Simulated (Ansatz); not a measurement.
# The cluster B₅H₃: single points with varied inputs

Aim: run the cluster B₅H₃ under a spread of inputs, and see what each costs and gives.

Computed with Ansatz 0.2.0, Gaussian basis. Level: the settings change from run to run.

1 further run of the same task is left out (set aside as unsound or not needed).

### 1 The relaxed structure

An earlier PBE-D4/def2-SVP relaxation fixed the geometry.

8 atoms, charge 0, spin multiplicity 1.

Atoms are counted from 1 here; the program's logs count them from 0.

Bond lengths: B1–B2 1.714 Å, B1–B3 1.717 Å, B1–B4 1.700 Å, B1–B5 1.549 Å, B2–B4 1.607 Å, B2–B5 1.821 Å, B2–H8 1.207 Å, B3–B4 1.572 Å, B3–H6 1.201 Å, B5–H7 1.200 Å. Angles: B2–B1–B3 110.9°, B2–B1–B4 56.2°, B2–B1–B5 67.6°, B3–B1–B4 54.8°, B3–B1–B5 178.5°, B4–B1–B5 123.8°, B1–B2–B4 61.5°, B1–B2–B5 51.9°, B1–B2–H8 159.3°, B4–B2–B5 113.3°, B4–B2–H8 139.2°, B5–B2–H8 107.5°, B1–B3–B4 62.1°, B1–B3–H6 133.5°, B4–B3–H6 164.4°, B1–B4–B2 62.4°, B1–B4–B3 63.2°, B2–B4–B3 125.5° and more.

Geometry (Å):

```xyz
8

B    -0.2623    0.5046   -0.1419
B     0.3661   -0.9736    0.4572
B     0.5068    0.9465   -1.6122
B     0.9589   -0.3888   -0.9177
B    -0.9312    0.0751    1.1877
H     0.3858    1.8778   -2.3615
H    -1.5401   -0.1170    2.2035
H     0.5161   -1.9244    1.1850
```

### 2 MP2/cc-pVTZ-DK

Options: correlated electrons set to all, the search for lower states set to light.

File in.yaml:

```yaml
crystal:
  periodic: [false, false, false]
  atoms:
    - {symbol: B, position_ang: [-0.262262, 0.504648, -0.141950]}
    - {symbol: B, position_ang: [0.366065, -0.973642, 0.457154]}
    - {symbol: B, position_ang: [0.506779, 0.946459, -1.612223]}
    - {symbol: B, position_ang: [0.958863, -0.388816, -0.917685]}
    - {symbol: B, position_ang: [-0.931228, 0.075051, 1.187669]}
    - {symbol: H, position_ang: [0.385773, 1.877755, -2.361503]}
    - {symbol: H, position_ang: [-1.540096, -0.117028, 2.203518]}
    - {symbol: H, position_ang: [0.516106, -1.924417, 1.185020]}
basis:
  gaussian: {orbitals: cc-pVTZ-DK}
hamiltonian: {xc: {name: HF}}
correlation: {method: mp2, electrons: all}
scf: {lower_state_search: light}
output: {forces: true}
```

On the command line:

```console
$ ansatz run in.yaml --threads 4 --pin off --events-out ev --progress --plain --max-ram 3916MiB
```

The program printed:

```text
Functional definition: HF
  name "HF"
  cite "Fock, Z. Phys. 61, 126 (1930) doi:10.1007/BF01340294"
  parent pbe
  exchange = exact_x
  correlation = 0
1107 factors; integrals over basis functions are off by at most 1.0e-3 eV
mean field evaluation 1: about -3400.5277 eV, gradient 2.8e1 eV
mean field evaluation 2: about -3400.5279 eV, gradient 2.8e1 eV
mean field evaluation 4: about -3403.5847 eV, gradient 3.8e0 eV
mean field evaluation 8: about -3403.6598 eV, gradient 1.8e-1 eV
mean field -3403.66050111 eV, -125.0822163318 hartree, gradient 3.2e-6 eV, S^2 0.000000; 0 other end points of the search recorded, 0 dependent functions left out
reference -3403.66050111 eV, -125.0822163318 hartree; 14, 14 occupied and 178, 178 virtual orbitals, 1107 factors
second order -15.34694974 eV of doubles, -0.00000000 eV of singles
the calculation of the forces begins
Total energy: -3419.00745085 eV, -125.6462063321 hartree
Relativity: scalar
Atom 0 at    -0.262262     0.504648    -0.141950 Å, force    -0.006982    -0.542624     0.550313 eV/Å
Atom 1 at     0.366065    -0.973642     0.457154 Å, force     0.230102    -0.085701    -0.229979 eV/Å
Atom 2 at     0.506779     0.946459    -1.612223 Å, force    -0.059743     0.063851     0.007858 eV/Å
Atom 3 at     0.958863    -0.388816    -0.917685 Å, force    -0.463457     0.324962     0.311897 eV/Å
Atom 4 at    -0.931228     0.075051     1.187669 Å, force    -0.023501     0.075091    -0.043225 eV/Å
Atom 5 at     0.385773     1.877755    -2.361503 Å, force     0.083984    -0.603030     0.480767 eV/Å
Atom 6 at    -1.540096    -0.117028     2.203518 Å, force     0.381181     0.130593    -0.646652 eV/Å
Atom 7 at     0.516106    -1.924417     1.185020 Å, force    -0.141584     0.636856    -0.430979 eV/Å
Dipole moment:    -0.117923     0.001325     0.158485 e Å
```

It took 5.5 s on 4 threads of Intel Xeon at 2.70GHz, shared host.

Largest force 0.782 eV/Å, dipole 0.95 D.

### 3 r2SCANh/cc-pVTZ-DK

Options: a point charge of 1.00 e beside it, D3(BJ) dispersion.

Edit in.yaml of step 2 so:

```diff
@@ -12,6 +12,5 @@
 basis:
-  gaussian: {orbitals: cc-pVTZ-DK}
-hamiltonian: {xc: {name: HF}}
-correlation: {method: mp2, electrons: all}
-scf: {lower_state_search: light}
+  gaussian: {orbitals: cc-pVTZ-DK, point_charges: [{charge: 1.00, position_ang: [5.392, -0.201, 0.580]}]}
+hamiltonian: {xc: {name: r2SCANh}, dispersion: d3bj}
+scf: {omitted_lower_state_checks: [starts]}
 output: {forces: true}
```

Same command.

The program printed (excerpt; [...] marks lines left out):

```text
Warning: the engine holds no damping parameters fitted to this dispersion correction and functional, so the run takes those fitted to r2scanh beside the three-body term, which d3bj leaves out (hamiltonian.dispersion, under Limitations)
Functional definition: r2SCANh
  name "r2SCANh"
  cite "Bursch, Neugebauer, Ehlert & Grimme, J. Chem. Phys. 156, 134105 (2022) doi:10.1063/5.0086040"
  cite "Furness, Kaplan, Ning, Perdew & Sun, J. Phys. Chem. Lett. 11, 8208 (2020) doi:10.1021/acs.jpclett.0c02405"
  cite "Furness, Kaplan, Ning, Perdew & Sun, J. Phys. Chem. Lett. 11, 9248 (2020) doi:10.1021/acs.jpclett.0c03077"
  parent r2scan
[...]
1245 factors; their error is unknown
[...]
mean field -3426.30657231 eV, -125.9144440986 hartree, gradient 4.0e-5 eV, S^2 0.000000; 0 other end points of the search recorded, 0 dependent functions left out
[...]
reference -3426.30658329 eV, -125.9144445017 hartree; 14, 14 occupied and 178, 178 virtual orbitals, 1245 factors
Total energy: -3426.34907068 eV, -125.9160058846 hartree
Relativity: scalar
Atom 0 at    -0.262262     0.504648    -0.141950 Å, force     0.033776    -0.472783     0.325819 eV/Å
Atom 1 at     0.366065    -0.973642     0.457154 Å, force     0.336902    -0.119220    -0.241541 eV/Å
Atom 2 at     0.506779     0.946459    -1.612223 Å, force     0.031474    -0.016265    -0.006683 eV/Å
Atom 3 at     0.958863    -0.388816    -0.917685 Å, force    -0.485149     0.449001     0.408457 eV/Å
Atom 4 at    -0.931228     0.075051     1.187669 Å, force    -0.178205     0.100635     0.002204 eV/Å
Atom 5 at     0.385773     1.877755    -2.361503 Å, force     0.077309    -0.497655     0.422104 eV/Å
Atom 6 at    -1.540096    -0.117028     2.203518 Å, force     0.357093     0.109841    -0.546500 eV/Å
Atom 7 at     0.516106    -1.924417     1.185020 Å, force    -0.089901     0.465107    -0.313087 eV/Å
Dipole moment:    -0.416021     0.044589     0.184629 e Å
Checks for a lower state left out: starts
```

Wall time 3.3 s (4 threads of Intel Xeon at 2.70GHz, shared host).

Largest force 0.777 eV/Å, dipole 2.20 D.

### 4 revPBE0/cc-pVTZ-DK

Set apart from the defaults: atoms shaken by 0.15 Å, D3(BJ) dispersion.

File in.yaml:

```yaml
crystal:
  periodic: [false, false, false]
  atoms:
    - {symbol: B, position_ang: [-0.459148, 0.581453, -0.143981]}
    - {symbol: B, position_ang: [0.478779, -0.899506, 0.486400]}
    - {symbol: B, position_ang: [0.374697, 0.827943, -1.770692]}
    - {symbol: B, position_ang: [0.865104, -0.399903, -1.062199]}
    - {symbol: B, position_ang: [-0.905711, 0.028246, 1.229629]}
    - {symbol: H, position_ang: [0.243524, 1.867662, -2.304623]}
    - {symbol: H, position_ang: [-1.589661, 0.015784, 2.368124]}
    - {symbol: H, position_ang: [0.481877, -2.066534, 1.194389]}
basis:
  gaussian: {orbitals: cc-pVTZ-DK}
hamiltonian: {xc: {name: revPBE0}, dispersion: d3bj}
scf: {omitted_lower_state_checks: [starts]}
output: {forces: true}
```

Launched as before.

The program printed (excerpt; [...] marks lines left out):

```text
Functional definition: revPBE0
  name "revPBE0"
  cite "Zhang & Yang, Phys. Rev. Lett. 80, 890 (1998) doi:10.1103/PhysRevLett.80.890"
  cite "Adamo & Barone, J. Chem. Phys. 110, 6158 (1999) doi:10.1063/1.478522"
  cite "Perdew, Burke & Ernzerhof, Phys. Rev. Lett. 77, 3865 (1996) doi:10.1103/PhysRevLett.77.3865"
[...]
1245 factors; their error is unknown
[...]
mean field -3426.10669643 eV, -125.9070987952 hartree, gradient 2.7e-5 eV, S^2 0.000000; 0 other end points of the search recorded, 0 dependent functions left out
[...]
reference -3426.10673587 eV, -125.9071002445 hartree; 14, 14 occupied and 178, 178 virtual orbitals, 1245 factors
Total energy: -3426.44325321 eV, -125.9194670289 hartree
Relativity: scalar
Atom 0 at    -0.459148     0.581453    -0.143981 Å, force     2.179516    -1.401889    -1.556803 eV/Å
Atom 1 at     0.478779    -0.899506     0.486400 Å, force    -1.037963    -1.950633    -0.331749 eV/Å
Atom 2 at     0.374697     0.827943    -1.770692 Å, force    -0.944004     1.895562     0.761837 eV/Å
Atom 3 at     0.865104    -0.399903    -1.062199 Å, force    -1.001697    -1.007415     3.314379 eV/Å
Atom 4 at    -0.905711     0.028246     1.229629 Å, force    -1.056747     0.528457     1.827592 eV/Å
Atom 5 at     0.243524     1.867662    -2.304623 Å, force    -0.085090    -0.181603    -0.559816 eV/Å
Atom 6 at    -1.589661     0.015784     2.368124 Å, force     1.461648    -0.293174    -2.221248 eV/Å
Atom 7 at     0.481877    -2.066534     1.194389 Å, force     0.484336     2.410695    -1.234192 eV/Å
Dipole moment:    -0.041242     0.002895     0.007725 e Å
Checks for a lower state left out: starts
```

Run time: 2.7 s. Hardware: 4 threads of Intel Xeon at 2.70GHz, shared host.

Largest force 3.606 eV/Å, dipole 0.20 D.

### 5 SPW92/def2-mTZVPP

Options: atoms shaken by 0.08 Å.

File in.yaml:

```yaml
crystal:
  periodic: [false, false, false]
  atoms:
    - {symbol: B, position_ang: [-0.265974, 0.494750, -0.164436]}
    - {symbol: B, position_ang: [0.248772, -0.906939, 0.524640]}
    - {symbol: B, position_ang: [0.432557, 1.028947, -1.619927]}
    - {symbol: B, position_ang: [0.929738, -0.344612, -1.019087]}
    - {symbol: B, position_ang: [-0.985256, 0.066944, 1.254532]}
    - {symbol: H, position_ang: [0.381547, 1.682812, -2.379935]}
    - {symbol: H, position_ang: [-1.554183, -0.044170, 2.038312]}
    - {symbol: H, position_ang: [0.512627, -1.928031, 1.220170]}
basis:
  gaussian: {orbitals: def2-mTZVPP}
hamiltonian: {xc: {name: SPW92}}
scf: {omitted_lower_state_checks: [starts]}
```

The command is unchanged.

The program printed:

```text
Functional definition: SPW92
  name "SPW92"
  cite "Dirac, Proc. Camb. Phil. Soc. 26, 376 (1930) doi:10.1017/S0305004100016108"
  cite "Slater, Phys. Rev. 81, 385 (1951) doi:10.1103/PhysRev.81.385"
  cite "Perdew & Wang, Phys. Rev. B 45, 13244 (1992) doi:10.1103/PhysRevB.45.13244"
  exchange = slater_x
  correlation = pw_c
these checks for a lower state are left out or cut short: starts
1044 factors; their error is unknown
mean field evaluation 1: about -3377.8504 eV, gradient 5.1e1 eV
mean field evaluation 2: about -3363.6747 eV, gradient 7.8e1 eV
mean field evaluation 4: about -3385.5705 eV, gradient 1.9e1 eV
mean field evaluation 8: about -3386.8405 eV, gradient 1.9e-1 eV
mean field evaluation 16: about -3386.8238 eV, gradient 7.7e-5 eV
mean field -3386.82382885 eV, -124.4634800387 hartree, gradient 8.0e-5 eV, S^2 0.000000; 0 other end points of the search recorded, 0 dependent functions left out
reference -3386.82387406 eV, -124.4634816999 hartree; 14, 14 occupied and 96, 96 virtual orbitals, 1044 factors
Total energy: -3386.82387406 eV, -124.4634816999 hartree
Checks for a lower state left out: starts
```

It took 0.55 s on 4 threads of Intel Xeon at 2.70GHz, shared host.

### 6 The runs in one table

| level | charge | multiplicity | geometry | functions | energy (eV) | time |
| --- | --- | --- | --- | --- | --- | --- |
| MP2/cc-pVTZ-DK | 0 | 1 | relaxed | 192 | -3419.007 | 5.5 s |
| r2SCANh/cc-pVTZ-DK | 0 | 1 | relaxed, point charge | 192 | -3426.349 | 3.3 s |
| revPBE0/cc-pVTZ-DK | 0 | 1 | shaken | 192 | -3426.443 | 2.7 s |
| SPW92/def2-mTZVPP | 0 | 1 | shaken | 110 | -3386.824 | 0.55 s |

### 7 Summary of results

| quantity | value |
| --- | --- |
| runs | 4 |
| quickest | SPW92/def2-mTZVPP, 0.55 s |
| slowest | MP2/cc-pVTZ-DK, 5.5 s |

What this shows: The runs differ in state or geometry as well as level, so their energies can't be set against each other. MP2/cc-pVTZ-DK took 10 times as long as SPW92/def2-mTZVPP. The jobs differ in tasks and options as well as level. At the PBE-D4/def2-SVP geometry and in the same state, runs without warnings or point charges leave forces up to 0.78 eV/Å (MP2/cc-pVTZ-DK), against 3.6 eV/Å where the atoms were moved.
